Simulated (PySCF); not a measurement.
# PtH₃⁺: relaxation and vibrations of the singlet

The task is one start of a wider search on PtH₃⁺: the singlet, from a trigonal pyramidal start. It is relaxed, tested by its Hessian and followed downhill if it is a saddle.

Program: PySCF 2.14.0. Level of theory: PBE0, basis Pt def2-TZVP with ECP60, H def2-TZVP, scalar-relativistic core potentials, no spin–orbit coupling, density fitting. These are calculated values, not measurements.

## Step 1: Starting geometry

4 atoms, charge 1, spin multiplicity 1.

Bond lengths: Pt1–H2 1.519 Å, Pt1–H3 1.519 Å, Pt1–H4 1.519 Å. Angles: H2–Pt1–H3 99.8°, H2–Pt1–H4 99.8°, H3–Pt1–H4 99.8°.

```xyz
4
charge 1 multiplicity 1
Pt    0.0000    0.0000    0.0000
H     1.3412    0.0000    0.7131
H    -0.6706    1.1615    0.7131
H    -0.6706   -1.1615    0.7131
```

## Step 2: Finding the electronic state

The steps below are one call of a driver around PySCF. For each, scf.py gives the equivalent set-up of the SCF; relaxations use the driver's own optimiser. After this first run the driver tries any further starts and a stability analysis.

The input, scf.py:

```python
from pyscf import gto, scf, dft
mol = gto.M(atom='''
Pt     0.000000     0.000000     0.000000
H      1.341200     0.000000     0.713100
H     -0.670600     1.161500     0.713100
H     -0.670600    -1.161500     0.713100''',
    basis={'Pt': 'def2-TZVP', 'H': 'def2-TZVP'},
    ecp={'Pt': 'def2-TZVP'},
    charge=1, spin=0)
mf = dft.RKS(mol, xc='PBE0')
mf.grids.atom_grid = (50, 194)
aux = {'Pt': 'def2-universal-JKFIT', 'H': 'def2-universal-JKFIT'}
mf = mf.density_fit(auxbasis=aux)
mf.conv_tol = 1e-08
mf.diis_space = 10
mf.max_cycle = 60
mf.init_guess = 'minao'
mf.verbose = 4
mf.kernel()
```

Command:

```sh
$ OMP_NUM_THREADS=2 python axn.py task.json out
```

What it wrote:

```text
init E= -105.968341976134
  HOMO = -0.753421842692199  LUMO = -0.489868460233414  gap/eV = 7.17165
cycle= 1 E= -120.573147009065  delta_E= -14.6  |g|= 1.04  |ddm|= 7.21
  HOMO = -0.357988375677197  LUMO = -0.236632119090886  gap/eV = 3.30227
cycle= 2 E= -119.988653818564  delta_E= 0.584  |g|= 2.01  |ddm|= 1.94
  HOMO = -0.596552510014125  LUMO = -0.35082757454444  gap/eV = 6.68652
cycle= 3 E= -120.786173388956  delta_E= -0.798  |g|= 0.142  |ddm|= 1.34
  HOMO = -0.594559381773871  LUMO = -0.347448837297462  gap/eV = 6.72422
cycle= 4 E= -120.788922727035  delta_E= -0.00275  |g|= 0.0807  |ddm|= 0.146
  HOMO = -0.59337404452926  LUMO = -0.344822166519559  gap/eV = 6.76344
cycle= 5 E= -120.790065800134  delta_E= -0.00114  |g|= 0.0105  |ddm|= 0.0509
  HOMO = -0.59530713739404  LUMO = -0.345677446123605  gap/eV = 6.79277
cycle= 6 E= -120.79008928506  delta_E= -2.35e-05  |g|= 0.000519  |ddm|= 0.00941
  HOMO = -0.595397379401787  LUMO = -0.345727188483772  gap/eV = 6.79387
cycle= 7 E= -120.790089376517  delta_E= -9.15e-08  |g|= 8.34e-05  |ddm|= 0.000921
  HOMO = -0.595395964593607  LUMO = -0.345721706393067  gap/eV = 6.79398
cycle= 8 E= -120.790089378543  delta_E= -2.03e-09  |g|= 9.18e-06  |ddm|= 0.000148
  HOMO = -0.595395164021678  LUMO = -0.345721793021508  gap/eV = 6.79396
Extra cycle  E= -120.790089378534  delta_E= 9.61e-12  |g|= 1.29e-05  |ddm|= 1.6e-05
converged SCF energy = -120.790089378534
```

This step, with its further starts and checks, needed 2.7 s of wall time on 2 threads of Arm Neoverse V1, shared host.

Energies from each starting density:

| start | energy (Eh) |
| --- | --- |
| the minimal-basis guess | -120.790089 |
| a thermally smeared density | -120.790089 |
| a smeared PBE density | -120.790089 |

The test of internal stability and the other starts found no lower closed-shell solution.

## Step 3: Relaxing the singlet from the trigonal pyramidal start

The program finds C3v symmetry in the start, which this walk keeps. The walk stops when the largest gradient is under 0.0003 Eh/bohr and the energy has settled too.

scf.py: that of step 2 with these lines changed.

```diff
@@ -3,4 +3,4 @@
-Pt     0.000000     0.000000     0.000000
-H      1.341200     0.000000     0.713100
-H     -0.670600     1.161500     0.713100
-H     -0.670600    -1.161500     0.713100''',
+Pt    -0.000000    -0.000000    -0.010890
+H      1.341192     0.000007     0.702210
+H     -0.670602     1.161503     0.702210
+H     -0.670590    -1.161510     0.702210''',
@@ -17 +16,0 @@
-mf.init_guess = 'minao'
```

Energy and gradient, step by step:

| step | energy (Eh) | change (kJ/mol) | largest symmetric gradient (Eh/bohr) |
| --- | --- | --- | --- |
| 0 | -120.790089 | 0.00 | 0.03810 |
| 1 | -120.801080 | -28.86 | 0.01077 |
| 2 | -120.803618 | -35.52 | 0.01215 |
| 3 | -120.804028 | -36.60 | 0.00304 |
| 4 | -120.804051 | -36.66 | 0.00017 |
| 5 | -120.804051 | -36.66 | 0.00000 |

The walk took 3.9 s.

Geometry (Å) and forces (eV/Å) at some steps:

```
step 0
Pt   0.000   0.000  -0.011   0.000   0.000  -1.959
H    1.341   0.000   0.702  -0.451   0.000   0.654
H   -0.671   1.161   0.702   0.226  -0.391   0.653
H   -0.671  -1.162   0.702   0.226   0.391   0.653
step 1
Pt   0.000   0.000  -0.131   0.002   0.000  -0.082
H    1.257   0.000   0.742  -0.553   0.000   0.026
H   -0.628   1.088   0.742   0.276  -0.480   0.028
H   -0.628  -1.088   0.742   0.276   0.480   0.028
step 3
Pt   0.000   0.000  -0.198   0.004   0.000   0.156
H    1.168   0.000   0.765  -0.076   0.000  -0.053
H   -0.584   1.011   0.765   0.036  -0.070  -0.051
H   -0.584  -1.011   0.765   0.036   0.070  -0.051
step 5
Pt   0.000   0.000  -0.198   0.004   0.000   0.000
H    1.162   0.000   0.765   0.002   0.000  -0.001
H   -0.581   1.007   0.765  -0.003  -0.003   0.001
H   -0.581  -1.007   0.765  -0.003   0.003   0.001
```

It settles in C3v symmetry, 36.7 kJ/mol below the start, after 5 steps: Pt–H 1.510 Å (×3); H–Pt–H 83.6° (×3).

## Step 4: Frequencies

The point is checked on the finer grid, and tightened if its gradient asks for it. The Hessian and the dipole derivatives come from central differences of analytic gradients, with steps of 0.02 bohr.

scf.py: that of step 3 with these lines changed.

```diff
@@ -3,4 +3,4 @@
-Pt    -0.000000    -0.000000    -0.010890
-H      1.341192     0.000007     0.702210
-H     -0.670602     1.161503     0.702210
-H     -0.670590    -1.161510     0.702210''',
+Pt    -0.000000    -0.000000    -0.015046
+H      1.161944     0.000006     0.948568
+H     -0.580977     1.006270     0.948568
+H     -0.580967    -1.006276     0.948568''',
@@ -11 +11 @@
-mf.grids.atom_grid = (50, 194)
+mf.grids.atom_grid = (75, 302)
@@ -14 +14 @@
-mf.conv_tol = 1e-08
+mf.conv_tol = 1e-10
```

This SCF starts from the last density.

SCF at the final geometry:

```text
init E= -120.8040909694
  HOMO = -0.605842245804684  LUMO = -0.321996897110889  gap/eV = 7.72383
cycle= 1 E= -120.804090969399  delta_E= 3.98e-13  |g|= 5.48e-07  |ddm|= 6.48e-07
  HOMO = -0.605842408097177  LUMO = -0.321996951405268  gap/eV = 7.72383
Extra cycle  E= -120.8040909694  delta_E= -5.97e-13  |g|= 1.07e-06  |ddm|= 1.09e-06
converged SCF energy = -120.8040909694
```

The whole step took 8.1 s.

Geometry: C3v; Pt–H 1.510 Å (×3); H–Pt–H 83.6° (×3).

Modes, for the most abundant isotopes:

| symmetry | ω (cm⁻¹) | IR (km/mol) | type |
| --- | --- | --- | --- |
| e | 822 | 4.8 | bend |
| a1 | 870 | 13.4 | bend |
| e | 2481 | 130 | stretch |
| a1 | 2522 | 122 | stretch |

All wavenumbers are real: a minimum.

Constants and moments:

```yaml
Dipole_moment_about_the_centre_of_mass: 0.12 D
Highest_occupied_level: -16.49 eV
Lowest_empty_level: -8.76 eV
Rotational_constants: 4.13, 3.508, 3.508 cm⁻¹
Zero-point_energy: 59.8 kJ/mol
Principal_polarisabilities: 22.2, 25.5, 25.5 bohr³
Principal_traceless_quadrupole_moments_about_the_centre_of_mass: -0.65, -0.65, 1.29 D Å
Entropy_at_298.15_K_and_1_bar: 235.3 J/(mol K)
Heat_capacity_Cp_at_298.15_K: 40.7 J/(mol K)
Enthalpy_at_298.15_K_above_0_K: 10.45 kJ/mol
Rotational_symmetry_number: 3
```

Charges (e) and bond orders:

```json
{"atom": "Pt1", "Mulliken": "0.42", "Löwdin": "0.65", "polar tensor": "0.63", "Mayer order to Pt1": "–"}
{"atom": "H2,3,4", "Mulliken": "0.19", "Löwdin": "0.12", "polar tensor": "0.12", "Mayer order to Pt1": "0.92"}
```

Outer orbital energies (eV). occupied: -68.40, -68.40, -19.19, -19.19, -18.72, -16.58, -16.49, -16.49; empty: -8.76, -8.76, -8.01, -2.50.

Mulliken populations on Pt1 (outside its core potential): s 2.82, p 6.09, d 8.67, f 0.01.

## Step 5: Stability of the closed shell

At the lowest minimum the closed shell is tested against spin polarisation, on the (50, 194) grid. It is stable.

## Step 6: Summary of results

| quantity | value |
| --- | --- |
| minimum | singlet, C3v |
| geometry | Pt–H 1.510 Å (×3); H–Pt–H 83.6° (×3) |
| wavenumbers (cm⁻¹) | 822 (e), 870 (a1), 2481 (e), 2522 (a1) |
| dipole moment (centre of mass) | 0.12 D |
| highest occupied, lowest empty level | -16.49, -8.76 eV |
| polar-tensor charge of Pt1 | +0.63 e |
| zero-point energy | 59.8 kJ/mol |
| entropy at 298.15 K | 235.3 J/(mol K) |

The molecule stays C3v, as typed, and the end point is a minimum. The strongest infrared band lies at 2481 cm⁻¹ (e, stretch). Only this shape and spin were tried, so other structures or states may lie lower. Spin–orbit coupling, left out here, can matter for elements this heavy.

The search up to here needed 15 s of wall time on 2 threads of Arm Neoverse V1, shared host.
